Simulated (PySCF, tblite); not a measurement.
# C₈H₁₂N₂: geometry, infrared bands and NMR shifts

Aim: predict the infrared bands and NMR shifts of C₈H₁₂N₂ (`C=CCn1nccc1CC`).

The runs use tblite 0.8.0 and PySCF 2.14.0, with density-fitted response routines of our own; the level of theory stands in each step. All values are computed, except where a source is named. Atoms are numbered from 0 throughout.

**1. The starting structure**

22 atoms, charge 0, multiplicity 1; geometry from: force field or distance geometry start.

Bonds of the start (Å): C0–C1 1.35, C1–C2 1.49, C2–N3 1.48, N3–N4 1.33, N4–C5 1.34, C5–C6 1.40, C6–C7 1.38, C7–C8 1.49, C8–C9 1.53, C7–N3 1.38, C0–H10 1.09, C0–H11 1.08, C1–H12 1.08, C2–H13 1.10, C2–H14 1.09, C5–H15 1.07, C6–H16 1.08, C8–H17 1.10, C8–H18 1.09, C9–H19 1.09, C9–H20 1.09, C9–H21 1.09.

**2. Optimising the geometry with GFN2-xTB**

Job settings and geometry (Å):

```
{"job": {"kind": "relax", "xc": "GFN2-xTB", "basis": "xTB"}, "charge": 0, "multiplicity": 1}
C      2.691500    -1.321600     1.118300
C      2.325600    -0.671500    -0.012400
C      1.076600    -0.931900    -0.774800
N      0.293200     0.302200    -0.985700
N      0.512300     1.028700    -2.083200
C     -0.340700     2.050500    -1.977700
C     -1.102200     1.980800    -0.805700
C     -0.676100     0.831700    -0.161200
C     -1.124100     0.226400     1.126900
C     -2.299600    -0.727700     0.933500
H      2.056300    -2.091500     1.559100
H      3.612000    -1.083500     1.623800
H      2.987300     0.089200    -0.398400
H      1.317600    -1.323000    -1.773600
H      0.414100    -1.650500    -0.284900
H     -0.362400     2.806400    -2.738700
H     -1.859800     2.672100    -0.458800
H     -1.438900     1.027500     1.805900
H     -0.304600    -0.288100     1.628400
H     -3.150700    -0.213900     0.489800
H     -2.613100    -1.136600     1.895600
H     -2.024600    -1.556300     0.272900
```

Command:

```
$ OMP_NUM_THREADS=1 python probes_run.py task.json out
```

The driver reads the jobs from task.json and runs them one after another.

**Question.** This job is followed by: GFN2-xTB harmonic vibrations, gas phase; GIAO PBE0/pcSseg-1 NMR shielding, non-relativistic, gas phase. Predict these results of the whole session: strongest single infrared mode (GFN2-xTB); zero-point energy (GFN2-xTB); ¹³C shifts against TMS (PBE0/pcSseg-1); ¹H shifts against TMS (PBE0/pcSseg-1, means over atoms taken as alike); ¹⁵N shifts against NH3 (PBE0/pcSseg-1).

**Answer**, as computed:

| quantity | value |
| --- | --- |
| strongest single infrared mode (GFN2-xTB) | 1405 cm⁻¹, 57 km/mol |
| zero-point energy (GFN2-xTB) | 115.9 kcal/mol |
| ¹³C shifts against TMS (PBE0/pcSseg-1) | 148.8, 146.2, 141.9, 123.0, 111.2, 58.2, 22.8, 18.3 ppm |
| ¹H shifts against TMS (PBE0/pcSseg-1, means over atoms taken as alike) | 7.43, 6.20, 6.19, 5.61, 5.46, 4.92, 2.89, 1.15 ppm |
| ¹⁵N shifts against NH3 (PBE0/pcSseg-1) | 347.2, 230.8 ppm |

What this shows: Relaxing lowered the energy by 0.136 eV in 100 steps; the close pair that moved most is C2–N3, from 1.477 to 1.440 Å. All 60 modes are real, so the xTB geometry is a minimum. The strongest single mode, at 1405 cm⁻¹, has its largest shares on N4, C7, N3 and C5 (the list is cut at 4 atoms). Unscaled tight-binding wavenumbers are off by several per cent, some by more. Its intensities can rank the bands wrongly. At PBE0/pcSseg-1: Shielding is most anisotropic at N4 (span 426 ppm, paramagnetic term -401 ppm). NICS(1)zz of -30 ppm above the planar ring from N3 marks a diatropic (aromatic) ring current.
